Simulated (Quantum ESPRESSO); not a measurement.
# AgB2 (P6/mmm) in Quantum ESPRESSO: equation of state

Aim: energy against volume of AgB2 in PBE, for its equilibrium volume and stiffness.

Everything below comes from runs of Quantum ESPRESSO 7.5. Logs are shortened: lines on timing, memory, paths and dates and some standing lists are left out, and cuts for length are marked.

## 1. The structure

The structure is hexagonal, space group P6/mmm (No. 191). Conventional cell: a = 3.000 Å, b = 3.000 Å, c = 3.240 Å, α = 90.00°, β = 90.00°, γ = 120.00°. Ag (site symmetry 6/mmm) is surrounded by 12 B at 2.37 Å. B (site symmetry -6m2) is surrounded by 3 B at 1.73 Å.

## 2. Single point, PBE, 7.91 Å³/atom

pw.in reads:

```
&CONTROL
  calculation = 'scf'
  prefix = 'pwscf'
  outdir = './tmp'
  pseudo_dir = './pseudo'
  tprnfor = .true.
  tstress = .true.
  disk_io = 'nowf'
/
&SYSTEM
  ibrav = 0
  nat = 3
  ntyp = 2
  ecutwfc = 60
  ecutrho = 440
  nbnd = 19
  occupations = 'smearing'
  smearing = 'fd'
  degauss = 0.00367493
/
&ELECTRONS
  conv_thr = 6d-10
  electron_maxstep = 120
  mixing_beta = 0.5
/
ATOMIC_SPECIES
Ag   107.8682 Ag_ONCV_PBE-1.0.oncvpsp.upf
B     10.8100 b_pbe_v1.4.uspp.F.UPF
CELL_PARAMETERS angstrom
   2.9387583261    0.0000000000    0.0000000000
  -1.4693791631    2.5450393661    0.0000000000
   0.0000000000    0.0000000000    3.1738589922
ATOMIC_POSITIONS crystal
Ag     0.0000000000    0.0000000000    0.0000000000
B      0.6666666667    0.3333333333    0.5000000000
B      0.3333333333    0.6666666667    0.5000000000
K_POINTS automatic
10 10 8 0 0 0
```

Potentials or basis: SSSP 1.3 efficiency PBE.

Command:

```
$ OMP_NUM_THREADS=1 pw.x -in pw.in > pw.out
```

pw.out:

```text
This program is part of the open-source Quantum ESPRESSO suite
     for quantum simulation of materials; please cite
[... 9 lines left out ...]
     --------------------
     sticks:   dense  smooth     PW     G-vecs:    dense   smooth      PW
     Sum         931     511    163                24971    10091    1715

     Using Slab Decomposition

     bravais-lattice index     =            0
     lattice parameter (alat)  =       5.5534  a.u.
     unit-cell volume          =     160.1927 (a.u.)^3
     number of atoms/cell      =            3
     number of atomic types    =            2
     number of electrons       =        25.00
     number of Kohn-Sham states=           19
     kinetic-energy cutoff     =      60.0000  Ry
     charge density cutoff     =     440.0000  Ry
     scf convergence threshold =      6.0E-10
     mixing beta               =       0.5000
     number of iterations used =            8  plain     mixing
     Exchange-correlation=  SLA  PW   PBX  PBC
                           (   1   4   3   4   0   0   0)

     celldm(1)=   5.553448  celldm(2)=   0.000000  celldm(3)=   0.000000
     celldm(4)=   0.000000  celldm(5)=   0.000000  celldm(6)=   0.000000

     crystal axes: (cart. coord. in units of alat)
               a(1) = (   1.000000   0.000000   0.000000 )
               a(2) = (  -0.500000   0.866025   0.000000 )
               a(3) = (   0.000000   0.000000   1.080000 )

     reciprocal axes: (cart. coord. in units 2 pi/alat)
               b(1) = (  1.000000  0.577350 -0.000000 )
               b(2) = (  0.000000  1.154701  0.000000 )
               b(3) = (  0.000000 -0.000000  0.925926 )

     PseudoPot. # 1 for Ag read from file:
     Ag_ONCV_PBE-1.0.oncvpsp.upf
     Pseudo is Norm-conserving, Zval = 19.0
     Generated using ONCVPSP code by D. R. Hamann
     Using radial grid of 1398 points,  6 beta functions with:
                l(1) =   0
                l(2) =   0
                l(3) =   1
                l(4) =   1
                l(5) =   2
                l(6) =   2

     PseudoPot. # 2 for B  read from file:
     b_pbe_v1.4.uspp.F.UPF
     Pseudo is Ultrasoft + core correction, Zval =  3.0
     Generated by new atomic code, or converted to UPF format
     Using radial grid of  781 points,  4 beta functions with:
                l(1) =   0
                l(2) =   0
                l(3) =   1
                l(4) =   1
     Q(r) pseudized with  8 coefficients,  rinner =    1.100   1.100   1.100

     atomic species   valence    mass     pseudopotential
     Ag               19.00   107.86820     Ag( 1.00)
     B                 3.00    10.81000     B ( 1.00)

     24 Sym. Ops., with inversion, found

   Cartesian axes

     site n.     atom                  positions (alat units)
         1        Ag     tau(   1) = (   0.0000000   0.0000000   0.0000000  )
         2        B      tau(   2) = (   0.5000000   0.2886751   0.5400000  )
         3        B      tau(   3) = (  -0.0000000   0.5773503   0.5400000  )

     number of k points=    70  Fermi-Dirac smearing, width (Ry)=  0.0037
                       cart. coord. in units 2pi/alat
        k(    1) = (   0.0000000   0.0000000   0.0000000), wk =   0.0025000
        k(    2) = (   0.0000000   0.0000000   0.1157407), wk =   0.0050000
        k(    3) = (   0.0000000   0.0000000   0.2314815), wk =   0.0050000
        k(    4) = (   0.0000000   0.0000000   0.3472222), wk =   0.0050000
        k(    5) = (   0.0000000   0.0000000  -0.4629630), wk =   0.0025000
        k(    6) = (   0.0000000   0.1154701   0.0000000), wk =   0.0150000
[... 62 lines left out ...]
        k(   69) = (   0.3000000   0.5196152   0.3472222), wk =   0.0300000
        k(   70) = (   0.3000000   0.5196152  -0.4629630), wk =   0.0150000

     Dense  grid:    24971 G-vectors     FFT dimensions: (  40,  40,  45)

     Smooth grid:    10091 G-vectors     FFT dimensions: (  27,  27,  30)

     Initial potential from superposition of free atoms

     starting charge      24.9991, renormalised to      25.0000
     Starting wfcs are   18 randomized atomic wfcs +    1 random wfcs

     Self-consistent Calculation

     iteration #  1     ecut=    60.00 Ry     beta= 0.50
     Davidson diagonalization with overlap
     ethr =  1.00E-02,  avg # of iterations =  3.4

     total energy              =    -299.76561897 Ry
     estimated scf accuracy    <       0.35118620 Ry

     iteration #  2     ecut=    60.00 Ry     beta= 0.50
     Davidson diagonalization with overlap
     ethr =  1.40E-03,  avg # of iterations =  2.2

     total energy              =    -299.84280247 Ry
     estimated scf accuracy    <       0.07178958 Ry

     iteration #  3     ecut=    60.00 Ry     beta= 0.50
     Davidson diagonalization with overlap
     ethr =  2.87E-04,  avg # of iterations =  2.1

     total energy              =    -299.85800713 Ry
     estimated scf accuracy    <       0.00353713 Ry

     iteration #  4     ecut=    60.00 Ry     beta= 0.50
     Davidson diagonalization with overlap
     ethr =  1.41E-05,  avg # of iterations =  3.2

     total energy              =    -299.85846480 Ry
     estimated scf accuracy    <       0.00017845 Ry

     iteration #  5     ecut=    60.00 Ry     beta= 0.50
     Davidson diagonalization with overlap
     ethr =  7.14E-07,  avg # of iterations =  2.5
[... 8 lines left out ...]
     total energy              =    -299.85848104 Ry
     estimated scf accuracy    <       0.00000035 Ry

     iteration #  7     ecut=    60.00 Ry     beta= 0.50
     Davidson diagonalization with overlap
     ethr =  1.42E-09,  avg # of iterations =  2.0

     total energy              =    -299.85848109 Ry
     estimated scf accuracy    <       0.00000010 Ry

     iteration #  8     ecut=    60.00 Ry     beta= 0.50
     Davidson diagonalization with overlap
     ethr =  4.16E-10,  avg # of iterations =  2.0

     total energy              =    -299.85848111 Ry
     estimated scf accuracy    <          1.0E-09 Ry

     iteration #  9     ecut=    60.00 Ry     beta= 0.50
     Davidson diagonalization with overlap
     ethr =  4.11E-12,  avg # of iterations =  2.5

     End of self-consistent calculation

          k = 0.0000 0.0000 0.0000 (  1251 PWs)   bands (ev):

   -72.9758 -36.4846 -36.4846 -36.4595   5.4569  12.7792  13.3820  13.3820
    15.0977  15.0977  16.9568  21.5538  21.5538  26.1873  26.1873  26.6329
    28.0617  30.7983  37.9943

          k = 0.0000 0.0000 0.1157 (  1239 PWs)   bands (ev):

   -72.9756 -36.4842 -36.4842 -36.4644   5.6748  12.6246  13.4647  13.4647
    14.9622  14.9622  16.4809  21.3437  21.3437  26.6373  26.6373  27.6400
    27.9171  30.9486  37.4319

          k = 0.0000 0.0000 0.2315 (  1251 PWs)   bands (ev):

   -72.9751 -36.4833 -36.4833 -36.4761   6.2980  11.9925  13.6791  13.6791
    14.6591  14.6591  15.7504  20.8338  20.8338  27.6187  27.8126  27.8126
    30.0600  31.2591  36.1988

          k = 0.0000 0.0000 0.3472 (  1245 PWs)   bands (ev):

   -72.9745 -36.4878 -36.4824 -36.4824   7.1978  10.8783  13.9192  13.9192
    14.3836  14.3836  15.4429  20.3138  20.3138  27.3673  29.2192  29.2192
    31.5208  32.9195  35.1261

          k = 0.0000 0.0000-0.4630 (  1262 PWs)   bands (ev):

   -72.9743 -36.4927 -36.4820 -36.4820   7.8130  10.1371  14.0282  14.0282
    14.2763  14.2763  15.3954  20.0928  20.0928  27.2727  29.9360  29.9360
    31.6189  34.2568  35.0955
[... 99 lines left out ...]
   -72.9670 -36.5839 -36.5094 -36.4509   8.4806  10.9736  12.9094  13.1792
    14.2370  15.4011  17.0209  17.9959  21.6270  24.7236  27.3219  28.6360
    31.7633  34.9368  36.2751

          k = 0.0000 0.4619 0.2315 (  1257 PWs)   bands (ev):

   -72.9665 -36.5827 -36.5084 -36.4623   8.7168  10.9028  13.0039  13.4934
    13.8451  15.4974  16.6308  19.2204  20.3338  23.5680  27.2222  31.0982
    32.2049  33.1934  35.7450

          k = 0.0000 0.4619 0.3472 (  1254 PWs)   bands (ev):

   -72.9660 -36.5816 -36.5073 -36.4736   8.8050  11.3845  12.8696  12.9827
    14.4382  15.5495  16.0529  19.5208  20.3714  22.8354  26.6447  31.4651
    31.6626  34.3673  35.5285

          k = 0.0000 0.4619-0.4630 (  1250 PWs)   bands (ev):

   -72.9658 -36.5811 -36.5069 -36.4783   8.7980  12.0749  12.3908  12.8046
    14.6764  15.5680  15.7839  19.2515  20.8691  22.6136  26.3217  30.7652
    31.5811  35.4566  36.4737

          k = 0.0000-0.5774 0.0000 (  1270 PWs)   bands (ev):

   -72.9664 -36.5948 -36.5125 -36.4448   9.3020  10.2920  12.6347  12.7723
    14.7643  15.6985  16.8431  17.0657  23.3817  25.0117  26.7380  27.3735
    31.3376  36.3975  37.2564

          k = 0.0000-0.5774 0.1157 (  1270 PWs)   bands (ev):

   -72.9661 -36.5944 -36.5121 -36.4495   9.5274   9.9936  12.8191  13.0896
    14.2006  15.7081  16.9039  17.6307  22.9027  23.4072  27.4458  28.6596
    31.4559  36.3433  37.1429

          k = 0.0000-0.5774 0.2315 (  1268 PWs)   bands (ev):

   -72.9656 -36.5932 -36.5110 -36.4608   9.4865  10.1647  12.8837  13.4060
    14.0489  15.7315  16.4391  19.0373  21.4932  22.1152  27.1023  31.4912
    31.5914  33.0358  36.8786

          k = 0.0000-0.5774 0.3472 (  1260 PWs)   bands (ev):

   -72.9651 -36.5920 -36.5099 -36.4721   9.1123  11.0899  12.7179  12.8683
    15.0676  15.7550  15.8819  19.9584  20.3384  21.6330  26.3920  31.0626
    31.5785  34.4218  36.6263

          k = 0.0000-0.5774-0.4630 (  1256 PWs)   bands (ev):

   -72.9649 -36.5915 -36.5095 -36.4768   8.9790  12.0385  12.0880  12.6823
    15.5975  15.6402  15.7648  19.2649  20.9129  21.4967  26.0382  30.2620
    31.5572  36.3573  36.5250

          k = 0.1000 0.1732 0.0000 (  1249 PWs)   bands (ev):

   -72.9733 -36.5136 -36.4928 -36.4556   6.0573  12.8940  13.0240  13.7910
    13.9495  14.9832  18.8429  19.5864  19.7226  26.4382  27.8123  28.0909
    28.9560  29.9541  39.0064

          k = 0.1000 0.1732 0.1157 (  1255 PWs)   bands (ev):

   -72.9731 -36.5131 -36.4925 -36.4604   6.2583  12.8807  12.9643  13.6737
    14.0650  14.7904  18.1087  19.6679  19.9216  27.2142  28.1798  28.1880
    28.3300  30.8602  38.0712

          k = 0.1000 0.1732 0.2315 (  1251 PWs)   bands (ev):

   -72.9725 -36.5122 -36.4915 -36.4720   6.8207  12.2779  13.1520  13.7059
    14.2516  14.3706  16.8207  19.7452  20.2089  27.4532  27.8356  28.9632
    30.3205  32.0055  35.9409

          k = 0.1000 0.1732 0.3472 (  1255 PWs)   bands (ev):

   -72.9720 -36.5112 -36.4905 -36.4836   7.5808  11.4059  13.3969  13.8689
    13.9622  14.4152  15.8517  19.6849  20.3512  27.0479  28.4428  29.9472
    32.6520  32.8149  34.7006

          k = 0.1000 0.1732-0.4630 (  1256 PWs)   bands (ev):
[... 193 lines left out ...]
   -72.9651 -36.5709 -36.5504 -36.4479  10.0925  10.9594  11.6685  13.2530
    13.5280  15.9493  16.4872  16.6125  23.7411  24.6419  29.1497  29.5734
    30.3409  32.6357  34.7158

          k = 0.3000 0.5196 0.2315 (  1262 PWs)   bands (ev):

   -72.9646 -36.5698 -36.5492 -36.4592   9.9512  10.7703  12.1643  13.2409
    13.3522  16.4298  16.7999  17.4652  22.0616  23.2848  26.7124  31.2661
    31.3364  32.9613  35.7571

          k = 0.3000 0.5196 0.3472 (  1261 PWs)   bands (ev):

   -72.9641 -36.5686 -36.5481 -36.4705   9.7394  10.5736  13.0455  13.0915
    13.4612  16.0039  17.9169  18.5503  20.5232  21.9576  24.8479  31.6532
    31.9383  34.2079  36.7959

          k = 0.3000 0.5196-0.4630 (  1262 PWs)   bands (ev):

   -72.9638 -36.5681 -36.5476 -36.4751   9.6479  10.4918  13.0520  13.3979
    13.7620  15.5985  19.0136  19.2023  19.3307  21.2264  24.1406  31.6154
    32.1255  34.7742  37.1698

     the Fermi energy is    20.4527 ev

!    total energy              =    -299.85848111 Ry
     estimated scf accuracy    <          1.8E-10 Ry
     smearing contrib. (-TS)   =      -0.00087197 Ry
     internal energy E=F+TS    =    -299.85760914 Ry

     The total energy is F=E-TS. E is the sum of the following terms:
     one-electron contribution =    -104.82718186 Ry
     hartree contribution      =      68.78413976 Ry
     xc contribution           =     -33.50158775 Ry
     ewald contribution        =    -230.31297930 Ry

     convergence has been achieved in   9 iterations

     Forces acting on atoms (cartesian axes, Ry/au):

     atom    1 type  1   force =     0.00000000    0.00000000    0.00000000
     atom    2 type  2   force =     0.00000000    0.00000000    0.00000000
     atom    3 type  2   force =    -0.00000000   -0.00000000    0.00000000

     Total force =     0.000000     Total SCF correction =     0.000000

     Computing stress (Cartesian axis) and pressure

          total   stress  (Ry/bohr**3)                   (kbar)     P=      799.40
   0.00462190   0.00000000   0.00000000          679.91        0.00        0.00
   0.00000000   0.00462190   0.00000000            0.00      679.91        0.00
   0.00000000   0.00000000   0.00705875            0.00        0.00     1038.38

=------------------------------------------------------------------------------=
   JOB DONE.
=------------------------------------------------------------------------------=
```

Wall time 24 s (1 thread of Arm Neoverse V1, shared host); peak memory 0.08 GiB.

Results:

| Item | Value |
| --- | --- |
| Free energy | -4079.7825 eV |
| Pressure | 79.9 GPa |
| Band gap on the k mesh | none (metal or under the smearing width) |

Caveat: the cell as given lies far from equilibrium.

## 3. Single point, PBE, 8.08 Å³/atom

Changes to pw.in since step 2:

```diff
@@ -29,5 +29,5 @@
 CELL_PARAMETERS angstrom
-   2.9387583261    0.0000000000    0.0000000000
-  -1.4693791631    2.5450393661    0.0000000000
-   0.0000000000    0.0000000000    3.1738589922
+   2.9594544892    0.0000000000    0.0000000000
+  -1.4797272446    2.5629627690    0.0000000000
+   0.0000000000    0.0000000000    3.1962108483
 ATOMIC_POSITIONS crystal
```

Potentials or basis: SSSP 1.3 efficiency PBE.

Command:

```
$ OMP_NUM_THREADS=1 pw.x -in pw.in > pw.out
```

Run time: 24 s. Hardware: 1 thread of Arm Neoverse V1, shared host; peak memory 0.08 GiB.

The run converged. Its results:

- Free energy: -4080.0197 eV
- Pressure: 70.5 GPa
- Band gap on the k mesh: none (metal or under the smearing width)

Caveat: the cell as given lies far from equilibrium.

## 4. Single point, PBE, 8.25 Å³/atom

Changes to pw.in since step 3:

```diff
@@ -29,5 +29,5 @@
 CELL_PARAMETERS angstrom
-   2.9594544892    0.0000000000    0.0000000000
-  -1.4797272446    2.5629627690    0.0000000000
-   0.0000000000    0.0000000000    3.1962108483
+   2.9798651651    0.0000000000    0.0000000000
+  -1.4899325826    2.5806389329    0.0000000000
+   0.0000000000    0.0000000000    3.2182543783
 ATOMIC_POSITIONS crystal
```

Command:

```
$ OMP_NUM_THREADS=1 pw.x -in pw.in > pw.out
```

It took 23 s on 1 thread of Arm Neoverse V1, shared host; peak memory 0.08 GiB.

The run converged. Its results:

- Free energy: -4080.2283 eV
- Pressure: 61.8 GPa
- Band gap on the k mesh: none (metal or under the smearing width)

Caveat: the cell as given lies far from equilibrium.

## 5. Single point, PBE, 8.42 Å³/atom

Changes to pw.in since step 4:

```diff
@@ -29,5 +29,5 @@
 CELL_PARAMETERS angstrom
-   2.9798651651    0.0000000000    0.0000000000
-  -1.4899325826    2.5806389329    0.0000000000
-   0.0000000000    0.0000000000    3.2182543783
+   3.0000000000    0.0000000000    0.0000000000
+  -1.5000000000    2.5980762114    0.0000000000
+   0.0000000000    0.0000000000    3.2400000000
 ATOMIC_POSITIONS crystal
```

Command:

```
$ OMP_NUM_THREADS=1 pw.x -in pw.in > pw.out
```

Run time: 23 s. Hardware: 1 thread of Arm Neoverse V1, shared host; peak memory 0.09 GiB.

Results (log left out):

```yaml
Free_energy: -4080.4110 eV
Pressure: 53.9 GPa
Band_gap_on_the_k_mesh: none (metal or under the smearing width)
```

## 6. Single point, PBE, 8.59 Å³/atom

Changes to pw.in since step 5:

```diff
@@ -29,5 +29,5 @@
 CELL_PARAMETERS angstrom
-   3.0000000000    0.0000000000    0.0000000000
-  -1.5000000000    2.5980762114    0.0000000000
-   0.0000000000    0.0000000000    3.2400000000
+   3.0198681287    0.0000000000    0.0000000000
+  -1.5099340643    2.6152825156    0.0000000000
+   0.0000000000    0.0000000000    3.2614575790
 ATOMIC_POSITIONS crystal
```

Potentials or basis: SSSP 1.3 efficiency PBE.

Command:

```
$ OMP_NUM_THREADS=1 pw.x -in pw.in > pw.out
```

It took 23 s on 1 thread of Arm Neoverse V1, shared host; peak memory 0.09 GiB.

It converged, with:

* Free energy: -4080.5698 eV
* Pressure: 46.7 GPa
* Band gap on the k mesh: none (metal or under the smearing width)

## 7. Single point, PBE, 8.75 Å³/atom

Changes to pw.in since step 6:

```diff
@@ -29,5 +29,5 @@
 CELL_PARAMETERS angstrom
-   3.0198681287    0.0000000000    0.0000000000
-  -1.5099340643    2.6152825156    0.0000000000
-   0.0000000000    0.0000000000    3.2614575790
+   3.0394782115    0.0000000000    0.0000000000
+  -1.5197391057    2.6322653454    0.0000000000
+   0.0000000000    0.0000000000    3.2826364684
 ATOMIC_POSITIONS crystal
```

Command:

```
$ OMP_NUM_THREADS=1 pw.x -in pw.in > pw.out
```

It took 25 s on 1 thread of Arm Neoverse V1, shared host; peak memory 0.09 GiB.

It converged, with:

| Property | Result |
| --- | --- |
| Free energy | -4080.7069 eV |
| Pressure | 40.1 GPa |
| Band gap on the k mesh | none (metal or under the smearing width) |

## 8. Single point, PBE, 8.92 Å³/atom

Changes to pw.in since step 7:

```diff
@@ -29,5 +29,5 @@
 CELL_PARAMETERS angstrom
-   3.0394782115    0.0000000000    0.0000000000
-  -1.5197391057    2.6322653454    0.0000000000
-   0.0000000000    0.0000000000    3.2826364684
+   3.0588384673    0.0000000000    0.0000000000
+  -1.5294192336    2.6490318188    0.0000000000
+   0.0000000000    0.0000000000    3.3035455446
 ATOMIC_POSITIONS crystal
```

Command:

```
$ OMP_NUM_THREADS=1 pw.x -in pw.in > pw.out
```

Run time: 27 s. Hardware: 1 thread of Arm Neoverse V1, shared host; peak memory 0.09 GiB.

It converged, with:

* Free energy: -4080.8241 eV
* Pressure: 34.1 GPa
* Band gap on the k mesh: none (metal or under the smearing width)

## 9. Equation of state, PBE

Potentials or basis: SSSP 1.3 efficiency PBE.

This step only gathers the single runs of the series.

Results:

| Item | Value |
| --- | --- |
| Equilibrium volume | outside the volumes run |

Energy against volume, from the lowest point:
```csv
volume (Å³/atom),energy (meV/atom)
7.913,347.22
8.081,268.15
8.249,198.60
8.418,137.73
8.586,84.78
8.754,39.07
8.923,0.00
```
